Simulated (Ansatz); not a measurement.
# LaP: a single-point run

Aim: a sound single-point run of LaP. The structure is shown as the input types it. The cell is built on a prototype (zincblende) and needn't be the phase found in nature.

Method: density functional or hybrid calculation with the settings of its input, plane waves (as first typed), in Ansatz 0.2.0.

4 further runs of the same task are left out: 1 for a known fault of the program, 3 that didn't finish.

### Step 1. Starting point

The structure is cubic, space group F-43m (No. 216). Conventional cell: a = 6.633 Å, b = 6.633 Å, c = 6.633 Å, α = 90.00°, β = 90.00°, γ = 90.00°. Around La (site symmetry -43m) lie 4 P at 2.87 Å. P (site symmetry -43m) is surrounded by 4 La at 2.87 Å.

The input asks for a charge of +2 e on the cell.

Coordinates:

```
CELL_PARAMETERS angstrom
0.00000 3.31641 3.31641
3.31641 0.00000 3.31641
3.31641 3.31641 0.00000
ATOMIC_POSITIONS crystal
La 0.00000 0.00000 0.00000
P 0.25000 0.25000 0.25000
```

### Step 2. Input and run

input.yaml

```yaml
crystal:
  lattice:
    - [0.0, 3.3164090019, 3.3164090019]
    - [3.3164090019, 0.0, 3.3164090019]
    - [3.3164090019, 3.3164090019, 0.0]
  atoms:
    - { symbol: La, position: [0.0, 0.0, 0.0] }
    - { symbol: P, position: [0.25, 0.25, 0.25] }
kpoints:
  mp_grid: { grid: [4, 4, 4] }
hamiltonian:
  xc: pbesol
scf:
  occupations: { method: fixed }
  n_extra_bands: 4
  max_iter: 99
output:
  forces: true
  stress: true
  eigenvalues: true
total_charge: 2
```

On the command line:

```console
$ ansatz run input.yaml --threads 4 --pin off --max-ram 3686MiB --backend cpu --events-out ev --progress --plain --runs-dir out
```

What happens when this is run?

This run ends as converged, with warnings (band overlap at count, metallic iterate, unresolved pair at count). It gives a pressure of 16 GPa, which is large; a structure far from rest gives such values too, whatever the setting.

Look at the input: total_charge is 2. The typed charge changes the electron count, so this is no longer the system that was meant.

To check: delete total_charge (the default then holds).
